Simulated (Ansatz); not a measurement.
**C4H8SSi: molecular dynamics**

Aim: follow the molecule's vibrations and see whether its bonds hold. The start is relaxed first. Runs: 164 steps of 0.5 fs under a Nosé-Hoover thermostat, set from 1500 K to 10 K by a schedule. SMILES of the start: C=C1S[Si]1(C)C.

All numbers below are computed with Ansatz 0.2.0 (UKS PBE0-D4/STO-3G).

## 1. Starting point

Bond lengths: C1–C2 1.352 Å, C2–S3 1.628 Å, C2–Si4 1.699 Å, S3–Si4 2.326 Å, Si4–C5 1.848 Å, Si4–C6 1.839 Å, C1–H7 1.037 Å, C1–H8 1.080 Å, C5–H9 1.034 Å, C5–H10 1.092 Å, C5–H11 1.109 Å, C6–H12 1.076 Å, C6–H13 1.077 Å, C6–H14 1.071 Å. Angles (14 of 25 angles, heavy atoms first): C1–C2–S3 126.4°, C1–C2–Si4 144.9°, S3–C2–Si4 88.7°, C2–S3–Si4 46.9°, C2–Si4–S3 44.4°, C2–Si4–C5 120.2°, C2–Si4–C6 121.5°, S3–Si4–C5 104.7°, S3–Si4–C6 106.1°, C5–Si4–C6 115.7°, C2–C1–H7 122.8°, C2–C1–H8 116.1°, Si4–C5–H9 111.5°, Si4–C5–H10 107.7°.

As a file:

```xyz
14

C     0.0516   -2.6739    0.1857
C     0.4074   -1.3764    0.0521
S     1.9197   -0.8022   -0.1338
Si   -0.1637    0.2226   -0.0018
C    -0.3681    1.0818   -1.6256
C    -0.1015    1.3146    1.4764
H     0.7405   -3.4495    0.1718
H    -1.0068   -2.8695    0.2761
H    -0.5045    0.4066   -2.3965
H     0.5272    1.6834   -1.7975
H    -1.2337    1.7748   -1.5923
H    -0.9299    1.9967    1.5546
H    -0.1354    0.7455    2.3903
H     0.7843    1.9162    1.4693
```

## 2. Relaxing the start

Input file input.yaml:

```yaml
crystal:
  periodic: [false, false, false]
  atoms:
    - { symbol: C, position_ang: [0.0516, -2.6739, 0.1857] }
    - { symbol: C, position_ang: [0.4074, -1.3764, 0.0521] }
    - { symbol: S, position_ang: [1.9197, -0.8022, -0.1338] }
    - { symbol: Si, position_ang: [-0.1637, 0.2226, -0.0018] }
    - { symbol: C, position_ang: [-0.3681, 1.0818, -1.6256] }
    - { symbol: C, position_ang: [-0.1015, 1.3146, 1.4764] }
    - { symbol: H, position_ang: [0.7405, -3.4495, 0.1718] }
    - { symbol: H, position_ang: [-1.0068, -2.8695, 0.2761] }
    - { symbol: H, position_ang: [-0.5045, 0.4066, -2.3965] }
    - { symbol: H, position_ang: [0.5272, 1.6834, -1.7975] }
    - { symbol: H, position_ang: [-1.2337, 1.7748, -1.5923] }
    - { symbol: H, position_ang: [-0.9299, 1.9967, 1.5546] }
    - { symbol: H, position_ang: [-0.1354, 0.7455, 2.3903] }
    - { symbol: H, position_ang: [0.7843, 1.9162, 1.4693] }
magnetization:
  spin_polarized: true
basis:
  gaussian: { orbitals: STO-3G }
hamiltonian:
  xc: pbe0
  dispersion: d4
relax:
  f_tol: 0.02
  max_steps: 40
```

Run with:

```console
ansatz run input.yaml --threads 1 --pin off --max-ram 2048MiB --backend cpu --events-out ev --progress --plain --runs-dir out
```

Standard output (excerpt; [...] marks lines left out):

```text
Warning: RAYON_NUM_THREADS=1 ignored (pool sized by the plan → 1); use --threads N
[...]
Functional definition: PBE0
[...]
648 factors; integrals over basis functions are off by at most 1.3e-5 eV
[...]
mean field -22715.83205102 eV, -834.7914305309 hartree, gradient 6.0e-5 eV, S^2 0.000000; 0 other end points of the search recorded, 0 dependent functions left out
[...]
reference -22715.83207248 eV, -834.7914313195 hartree; 31, 31 occupied and 15, 15 virtual orbitals, 648 factors
relax step   1: F+E_penalty+E_count = -22716.15950993 eV  Δ(F+E_penalty+E_count) = +0.000e0 eV  max|allowed force component| = 7.825e0 eV/Å  Δτ_max = 0.0000 Å  (28 SCF iters, accepted)
[...]
relax step   4: F+E_penalty+E_count = -22717.79077541 eV  Δ(F+E_penalty+E_count) = -1.897e-1 eV  max|allowed force component| = 6.535e-1 eV/Å  Δτ_max = 0.2000 Å  (28 SCF iters, accepted)
[...]
relax step   7: F+E_penalty+E_count = -22717.83931086 eV  Δ(F+E_penalty+E_count) = -4.940e-3 eV  max|allowed force component| = 6.600e-2 eV/Å  Δτ_max = 0.0692 Å  (28 SCF iters, accepted)
[...]
relax step  10: F+E_penalty+E_count = -22717.84090283 eV  Δ(F+E_penalty+E_count) = -4.632e-4 eV  max|allowed force component| = 1.357e-2 eV/Å  Δτ_max = 0.0310 Å  (28 SCF iters, accepted)
[...]
relax step  12: F+E_penalty+E_count = -22717.84090859 eV  Δ(F+E_penalty+E_count) = +6.521e-5 eV  max|allowed force component| = 6.903e-2 eV/Å  Δτ_max = 0.0080 Å  (24 SCF iters, rejected (line search))
[...]
reference -22717.52308255 eV, -834.8535747933 hartree; 31, 31 occupied and 15, 15 virtual orbitals, 648 factors
Total energy: -22717.84124975 eV, -834.8652672226 hartree
Atom 0 at    -0.150727    -2.677459     0.197026 Å, force     0.001452     0.002295    -0.001347 eV/Å
Atom 1 at     0.406463    -1.478919     0.067264 Å, force     0.006789    -0.005440     0.002912 eV/Å
Atom 2 at     2.063331    -0.844811    -0.117131 Å, force    -0.001086     0.001585    -0.001890 eV/Å
Atom 3 at     0.312626     0.328006    -0.047412 Å, force    -0.002528     0.002955     0.001333 eV/Å
Atom 4 at    -0.287162     1.132022    -1.621263 Å, force     0.001397     0.000230     0.000220 eV/Å
Atom 5 at    -0.021413     1.343011     1.482782 Å, force    -0.002023     0.003812     0.004166 eV/Å
Atom 6 at     0.430132    -3.605259     0.210463 Å, force    -0.004393    -0.000458     0.001063 eV/Å
Atom 7 at    -1.233695    -2.796384     0.298174 Å, force     0.000348     0.002194    -0.001127 eV/Å
Atom 8 at    -0.071473     0.502679    -2.489480 Å, force    -0.000018    -0.000477    -0.001029 eV/Å
Atom 9 at     0.192454     2.103457    -1.778099 Å, force     0.000023    -0.000501     0.001164 eV/Å
Atom 10 at    -1.369078     1.296241    -1.583165 Å, force    -0.001027    -0.000541    -0.000019 eV/Å
Atom 11 at    -1.095556     1.519661     1.602236 Å, force     0.004162    -0.001618    -0.000094 eV/Å
Atom 12 at     0.338271     0.830145     2.379583 Å, force    -0.000835     0.001210    -0.003679 eV/Å
Atom 13 at     0.472927     2.318310     1.427823 Å, force    -0.002260    -0.005248    -0.001674 eV/Å
Dipole moment:    -0.163766     0.422477    -0.014779 e Å
```

Run time: 1.7 min. Hardware: 1 thread of Intel Xeon Platinum 8259CL at 2.50GHz (Skylake/Cascade Lake), shared host; peak memory 0.2 GiB.

The steps of the relaxation:

| step | energy from step 1 (eV) | largest force component (eV/Å) |
| --- | --- | --- |
| 1 | 0.0000 | 7.8254 |
| 2 | -1.1950 | 4.1830 |
| 3 | -1.4416 | 3.1500 |
| 4 | -1.6313 | 0.6535 |
| 5 | -1.6505 | 0.4705 |
| 6 | -1.6749 | 0.1329 |
| 7 | -1.6798 | 0.0660 |
| 8 | -1.6809 | 0.0223 |
| 9x | -1.6789 | 0.2629 |
| 10 | -1.6814 | 0.0136 |
| 11 | -1.6815 | 0.0605 |
| 12x | -1.6814 | 0.0690 |
| 13 | -1.6817 | 0.0068 |

Step 1 is the start. 2 steps were tried and not accepted (marked x).

After: Bond lengths: C1–C2 1.328 Å, C2–S3 1.784 Å, C2–Si4 1.813 Å, S3–Si4 2.108 Å, Si4–C5 1.866 Å, Si4–C6 1.866 Å, C1–H7 1.095 Å, C1–H8 1.094 Å, C5–H9 1.094 Å, C5–H10 1.095 Å, C5–H11 1.095 Å, C6–H12 1.095 Å, C6–H13 1.094 Å, C6–H14 1.095 Å. Angles (14 of 25 angles, heavy atoms first): C1–C2–S3 136.1°, C1–C2–Si4 152.1°, S3–C2–Si4 71.8°, C2–S3–Si4 54.8°, C2–Si4–S3 53.5°, C2–Si4–C5 120.0°, C2–Si4–C6 120.0°, S3–Si4–C5 118.6°, S3–Si4–C6 118.6°, C5–Si4–C6 113.6°, C2–C1–H7 122.9°, C2–C1–H8 121.5°, Si4–C5–H9 111.0°, Si4–C5–H10 111.2°.

## 3. Dynamics

164 steps of 0.5 fs under a Nosé-Hoover thermostat, set from 1500 K to 10 K by a schedule, from the relaxed start.

Input file input.yaml:

```yaml
crystal:
  periodic: [false, false, false]
  atoms:
    - { symbol: C, position_ang: [-0.150727, -2.677459, 0.197026] }
    - { symbol: C, position_ang: [0.406463, -1.478919, 0.067264] }
    - { symbol: S, position_ang: [2.063331, -0.844811, -0.117131] }
    - { symbol: Si, position_ang: [0.312626, 0.328006, -0.047412] }
    - { symbol: C, position_ang: [-0.287162, 1.132022, -1.621263] }
    - { symbol: C, position_ang: [-0.021413, 1.343011, 1.482782] }
    - { symbol: H, position_ang: [0.430132, -3.605259, 0.210463] }
    - { symbol: H, position_ang: [-1.233695, -2.796384, 0.298174] }
    - { symbol: H, position_ang: [-0.071473, 0.502679, -2.48948] }
    - { symbol: H, position_ang: [0.192454, 2.103457, -1.778099] }
    - { symbol: H, position_ang: [-1.369078, 1.296241, -1.583165] }
    - { symbol: H, position_ang: [-1.095556, 1.519661, 1.602236] }
    - { symbol: H, position_ang: [0.338271, 0.830145, 2.379583] }
    - { symbol: H, position_ang: [0.472927, 2.31831, 1.427823] }
magnetization:
  spin_polarized: true
basis:
  gaussian: { orbitals: STO-3G }
hamiltonian:
  xc: pbe0
  dispersion: d4
md:
  timestep: 0.5
  n_steps: 164
  ensemble: nvt_nose_hoover
  temperature: 1500.0
  initial_velocities: maxwell_boltzmann
  seed: 207756
  nose_hoover: { tau: 20.0, chain_length: 5 }
  temperature_schedule:
    - { n_steps: 41, end_temperature: 1500.0 }
    - { n_steps: 122, end_temperature: 10.0 }
```

Run with:

```console
ansatz run input.yaml --threads 1 --pin off --max-ram 2048MiB --backend cpu --events-out ev --progress --plain --runs-dir out
```

Standard output (excerpt; [...] marks lines left out):

```text
Warning: RAYON_NUM_THREADS=1 ignored (pool sized by the plan → 1); use --threads N
[...]
[... 1 set-up line as earlier in the session ...]
[...]
643 factors; integrals over basis functions are off by at most 1.1e-5 eV
[...]
mean field -22717.52305581 eV, -834.8535738109 hartree, gradient 2.6e-5 eV, S^2 0.000000; 0 other end points of the search recorded, 0 dependent functions left out
[...]
reference -22717.52307763 eV, -834.8535746126 hartree; 31, 31 occupied and 15, 15 virtual orbitals, 643 factors
md step     0: t =     0.00 fs  T =  1500.0 K (target 1500.0 K)  F+E_penalty+E_count = -22717.84122302 eV  E_kin = 2.326680 eV  conserved = -22715.51454304 eV  (26 SCF iters)
[...]
md step    20: t =    10.00 fs  T =   867.9 K (target 1500.0 K)  F+E_penalty+E_count = -22716.75971509 eV  E_kin = 1.346181 eV  conserved = -22715.51139168 eV  (31 SCF iters, 3 dispersion substeps)
[...]
md step    40: t =    20.00 fs  T =  1402.5 K (target 1500.0 K)  F+E_penalty+E_count = -22717.08244452 eV  E_kin = 2.175370 eV  conserved = -22715.50759652 eV  (30 SCF iters, 3 dispersion substeps)
[...]
md step    60: t =    30.00 fs  T =  1021.7 K (target 1274.1 K)  F+E_penalty+E_count = -22716.03135195 eV  E_kin = 1.584840 eV  conserved = -22715.50208654 eV  (30 SCF iters, 3 dispersion substeps)
[...]
md step    79: t =    39.50 fs  T =  1420.6 K (target 1042.0 K)  F+E_penalty+E_count = -22716.46224782 eV  E_kin = 2.203547 eV  conserved = -22715.50291476 eV  (29 SCF iters, 3 dispersion substeps)
md step    80: t =    40.00 fs  T =  1390.0 K (target 1029.8 K)  F+E_penalty+E_count = -22716.40875562 eV  E_kin = 2.156109 eV  conserved = -22715.49985453 eV  (30 SCF iters, 3 dispersion substeps)
```

## 4. More of the same log: dynamics from the start

The log, continued (excerpt; [...] marks lines left out):

```text
md step    81: t =    40.50 fs  T =  1399.9 K (target 1017.6 K)  F+E_penalty+E_count = -22716.42247485 eV  E_kin = 2.171337 eV  conserved = -22715.50027335 eV  (29 SCF iters, 3 dispersion substeps)
[...]
md step   102: t =    51.00 fs  T =  1032.2 K (target 761.1 K)  F+E_penalty+E_count = -22716.03643545 eV  E_kin = 1.601073 eV  conserved = -22715.50551617 eV  (32 SCF iters, 3 dispersion substeps)
[...]
md step   123: t =    61.50 fs  T =  1044.2 K (target 504.6 K)  F+E_penalty+E_count = -22716.57037172 eV  E_kin = 1.619679 eV  conserved = -22715.50970708 eV  (30 SCF iters, 3 dispersion substeps)
[...]
md step   144: t =    72.00 fs  T =   761.2 K (target 248.2 K)  F+E_penalty+E_count = -22716.77850839 eV  E_kin = 1.180741 eV  conserved = -22715.50943653 eV  (30 SCF iters, 3 dispersion substeps)
[...]
Atom 4 at    -0.007681     1.423760    -1.635661 Å, force    -2.083819    -0.724790     1.367545 eV/Å
Atom 5 at    -0.201633     1.066423     1.528624 Å, force    -1.375376    -1.224496    -1.208380 eV/Å
Atom 6 at     0.366136    -3.425495     0.923180 Å, force     0.661824    -1.234235     0.190306 eV/Å
Atom 7 at    -1.301621    -2.671760     0.392618 Å, force     1.236665    -0.310758     0.958331 eV/Å
Atom 8 at     0.128473     0.694716    -2.428445 Å, force     0.181123     0.681372    -1.108174 eV/Å
Atom 9 at     0.568097     2.360394    -1.696409 Å, force     0.018132    -0.577030    -0.243466 eV/Å
Atom 10 at    -1.113404     1.659192    -1.549549 Å, force     1.432752    -0.026819    -0.503273 eV/Å
Atom 11 at     0.555601     1.647513     2.053945 Å, force    -0.258838     0.378391     0.104403 eV/Å
Atom 12 at    -1.159224     1.599723     1.290143 Å, force     1.172160     0.229111     0.644436 eV/Å
Atom 13 at    -0.524779     0.189739     2.135222 Å, force     0.561823     0.696148    -0.103026 eV/Å
Dipole moment:    -0.147366     0.415552    -0.108627 e Å
```

Wall time 18 min (1 thread of Intel Xeon Platinum 8259CL at 2.50GHz (Skylake/Cascade Lake), shared host); peak memory 0.2 GiB.

## 5. The trajectory

The trajectory, every 7 steps (energies from step 0):

| time (fs) | T (K) | potential energy change (meV/atom) | conserved energy change (meV/atom) |
| --- | --- | --- | --- |
| 0.0 | 1500 | 0.0 | 0.00 |
| 3.5 | 882 | 69.5 | 0.63 |
| 7.0 | 617 | 101.2 | 0.75 |
| 10.5 | 824 | 83.3 | 0.43 |
| 14.0 | 811 | 92.8 | 0.59 |
| 17.5 | 1198 | 63.5 | 0.74 |
| 21.0 | 1269 | 74.2 | 0.90 |
| 24.5 | 1144 | 101.7 | 0.70 |
| 28.0 | 1095 | 116.3 | 0.57 |
| 31.5 | 1029 | 131.1 | 0.81 |
| 35.0 | 1156 | 122.8 | 0.83 |
| 38.5 | 1481 | 90.6 | 0.38 |
| 42.0 | 1530 | 86.2 | 0.45 |
| 45.5 | 1184 | 121.6 | 0.86 |
| 49.0 | 1026 | 133.4 | 0.82 |
| 52.5 | 1071 | 121.2 | 0.64 |
| 56.0 | 1111 | 106.5 | 0.65 |
| 59.5 | 887 | 117.6 | 0.98 |
| 63.0 | 926 | 96.7 | 0.65 |
| 66.5 | 890 | 85.1 | 0.42 |
| 70.0 | 792 | 81.5 | 0.48 |
| 73.5 | 578 | 90.4 | 0.52 |
| 77.0 | 551 | 81.6 | 0.33 |
| 80.5 | 559 | 62.0 | 0.22 |
| 82.0 | 418 | 63.2 | 0.30 |

time (fs), T (K) and a bar:
```
      0.0       1500 ##############################
      3.5        882 #############
      7.0        617 ######
     10.5        824 ###########
     14.5        860 ############
     18.0       1302 ########################
     21.5       1241 #######################
     25.0       1094 ###################
     28.5       1134 ####################
     32.0       1084 ##################
     35.5       1178 #####################
     39.0       1464 #############################
     43.0       1472 #############################
     46.5       1155 ####################
     50.0        949 ###############
     53.5       1018 #################
     57.0       1119 ###################
     60.5        975 ###############
     64.0        849 ############
     67.5        844 ############
     71.5        809 ###########
     75.0        500 ##
     78.5        541 ###
     82.0        418
```

## 6. Frames from the trajectory

Extended XYZ, with forces in eV/Å:

```xyz
14
time_fs=11.5 T=710 dE=1.3774
C    -0.261   -2.686    0.300    5.755    2.618   -2.148
C     0.360   -1.464    0.074   -0.572   -2.273    0.440
S     2.117   -0.818   -0.134   -2.539   -0.769   -0.139
Si    0.313    0.321   -0.054    0.929    0.168   -1.476
C    -0.246    1.226   -1.596    3.604    0.095   -1.403
C    -0.051    1.219    1.423   -1.580    0.685    1.760
H     0.439   -3.519    0.026   -1.210   -0.030    1.018
H    -1.242   -2.862    0.634   -1.896   -0.175    0.184
H     0.013    0.395   -2.287   -0.190    1.180   -0.760
H     0.218    2.252   -1.956   -0.661   -2.809    1.273
H    -1.277    1.330   -1.655   -2.773    0.293    0.139
H    -1.082    0.972    1.754    0.687    0.075    0.053
H     0.654    0.911    2.193   -0.047    0.656    0.480
H    -0.069    2.283    1.191    0.493    0.285    0.580
14
time_fs=23.5 T=1226 dE=1.2454
C    -0.192   -2.616    0.342   -4.406   -1.365    1.186
C     0.381   -1.489    0.083    3.218    2.037   -0.884
S     2.079   -0.821   -0.157    0.001   -1.154    0.312
Si    0.354    0.304   -0.117   -1.283    0.059    1.075
C    -0.201    1.190   -1.646    0.942    3.868   -0.017
C    -0.144    1.185    1.533    1.229    0.678    0.188
H     0.038   -3.637    0.624    1.468   -0.230   -0.358
H    -1.309   -2.516    0.468    0.831   -0.155   -0.252
H    -0.072    0.934   -2.729    0.039   -0.801    1.328
H     0.497    2.142   -1.509   -2.102   -1.719   -0.697
H    -1.258    1.533   -1.487    0.957   -0.151   -0.302
H    -0.813    0.508    2.124    0.380    0.962   -0.546
H     0.728    1.472    2.179   -0.258   -1.278   -0.540
H    -0.529    2.214    1.410   -1.016   -0.751   -0.493
14
time_fs=35.0 T=1156 dE=1.7186
C    -0.236   -2.541    0.443   -2.116    0.795   -1.478
C     0.519   -1.532    0.056   -3.476    2.033   -0.647
S     2.056   -0.860   -0.174    3.594    0.288    0.507
Si    0.338    0.304   -0.149   -1.555    0.108    1.693
C    -0.138    1.286   -1.665   -3.100    1.329    0.731
C    -0.194    1.173    1.597    0.585   -1.855   -2.167
H     0.280   -3.350    0.867    0.095   -2.519    0.527
H    -1.372   -2.540    0.163    2.517   -0.214    1.428
H    -0.060    0.806   -2.683   -0.021    0.619    1.294
H     0.433    2.220   -1.571    0.341   -0.116   -0.793
H    -1.248    1.688   -1.451    2.740   -1.479   -1.020
H    -0.349    0.352    2.303    0.247   -0.304    0.024
H     0.698    1.733    1.970   -1.500    0.576   -0.222
H    -1.228    1.602    1.489    1.649    0.740    0.124
14
time_fs=47.0 T=1162 dE=1.7043
C    -0.238   -2.563    0.556    0.852    2.313   -2.248
C     0.408   -1.433   -0.030   -1.245   -5.250    2.181
S     2.138   -0.897   -0.174   -2.701    0.914    0.029
Si    0.267    0.331   -0.115    2.498    1.402   -1.230
C    -0.099    1.439   -1.626   -3.800   -5.885   -0.401
C    -0.172    1.029    1.484   -1.929    1.262    1.202
H     0.175   -3.596    0.712    0.281    1.298   -0.119
H    -1.352   -2.570    0.684    0.943    0.370   -0.181
H     0.100    0.626   -2.372   -0.472    0.631   -0.062
H     0.454    2.192   -2.038    2.267    3.325   -0.087
H    -1.220    1.628   -1.770    1.852    0.063    0.586
H     0.233    0.456    2.317   -0.090    0.074    0.189
H     0.007    2.086    1.611    1.326    0.563    0.025
H    -1.274    1.099    1.565    0.217   -1.081    0.117
14
time_fs=58.5 T=956 dE=1.5900
C    -0.213   -2.500    0.533    1.419   -6.054    1.354
C     0.316   -1.497   -0.020    4.453    6.567   -2.282
S     2.119   -0.903   -0.172   -3.484    0.332   -0.397
Si    0.300    0.364   -0.125    1.448   -3.587   -1.337
C    -0.085    1.379   -1.671    2.459   -0.591    2.172
C    -0.225    1.003    1.497    2.079    0.394   -0.053
H     0.377   -3.473    0.645   -1.065    1.353    0.173
H    -1.104   -2.436    1.064   -2.824   -0.310    0.685
H     0.051    0.833   -2.602    0.586    0.309   -0.154
H     0.614    2.201   -1.419    0.028   -0.115   -1.639
H    -1.024    1.821   -1.647   -2.639    0.765    0.090
H     0.612    0.833    2.194   -0.518    0.217    0.053
H    -0.385    2.059    1.375   -0.718    0.745    0.671
H    -1.060    0.416    1.800   -1.225   -0.026    0.664
14
time_fs=70.5 T=824 dE=1.0599
C    -0.184   -2.520    0.552    0.584    1.062   -0.994
C     0.393   -1.435   -0.016   -2.716   -3.444    1.269
S     2.015   -0.894   -0.182    3.543   -0.316   -0.038
Si    0.374    0.310   -0.177   -2.294    3.049    2.117
C    -0.035    1.362   -1.621    2.912    2.779   -0.624
C    -0.255    1.050    1.559    1.229   -0.121   -0.365
H     0.401   -3.380    0.864    0.229   -0.355   -0.026
H    -1.261   -2.629    0.708   -0.043    0.267   -0.090
H     0.111    1.046   -2.630   -0.118   -1.686   -0.866
H     0.653    2.293   -1.695   -1.425   -1.456    1.081
H    -1.028    1.708   -1.548   -1.774    0.760    0.176
H     0.583    1.346    2.217    0.158   -0.247   -0.457
H    -0.897    1.944    1.584   -0.150   -0.342   -0.794
H    -0.756    0.250    2.121   -0.135    0.049   -0.389
14
time_fs=82.0 T=418 dE=0.8854
C    -0.186   -2.598    0.550   -1.628    3.523   -2.551
C     0.365   -1.462    0.015   -0.883   -2.309    0.898
S     2.021   -0.898   -0.189    1.419   -0.126    0.435
Si    0.356    0.344   -0.145   -0.455    1.026    1.119
C    -0.008    1.424   -1.636   -2.084   -0.725    1.367
C    -0.202    1.066    1.529   -1.375   -1.224   -1.208
H     0.366   -3.425    0.923    0.662   -1.234    0.190
H    -1.302   -2.672    0.393    1.237   -0.311    0.958
H     0.129    0.695   -2.428    0.181    0.681   -1.108
H     0.568    2.360   -1.696    0.018   -0.577   -0.243
H    -1.113    1.659   -1.550    1.433   -0.027   -0.503
H     0.556    1.647    2.054   -0.259    0.378    0.104
H    -1.159    1.600    1.290    1.172    0.229    0.644
H    -0.525    0.190    2.135    0.562    0.696   -0.103
```

## 7. Results

| quantity | value |
| --- | --- |
| relaxation of the start | 10 moves, 1.682 eV lower |
| length | 164 steps of 0.5 fs |
| temperature, first and last step | 1500 and 418 K |
| temperature, second half | mean 916 K, from 418 to 1530 K |
| potential energy, second half | +99 meV/atom from the start |
| largest change of the conserved energy | 1.09 meV/atom |
| bonds formed or broken | 0 |

**Reading.** Under a schedule from 1500 to 10 K over 82 fs, the atoms average 527 K over the last tenth of the run. Such a rate, of order 10^16 K/s, is far beyond any furnace or quench, and the atoms lag the set-point. The conserved energy strays from its start by at most 1.09 meV/atom, 1.0 % of the mean kinetic energy, so a step of 0.5 fs is short enough over this time. The bonds all hold. Averages from a run of 82 fs with 14 atoms are rough. The nuclei move classically, without zero-point motion, which matters most for hydrogen. The basis is very small, so the numbers are rough.
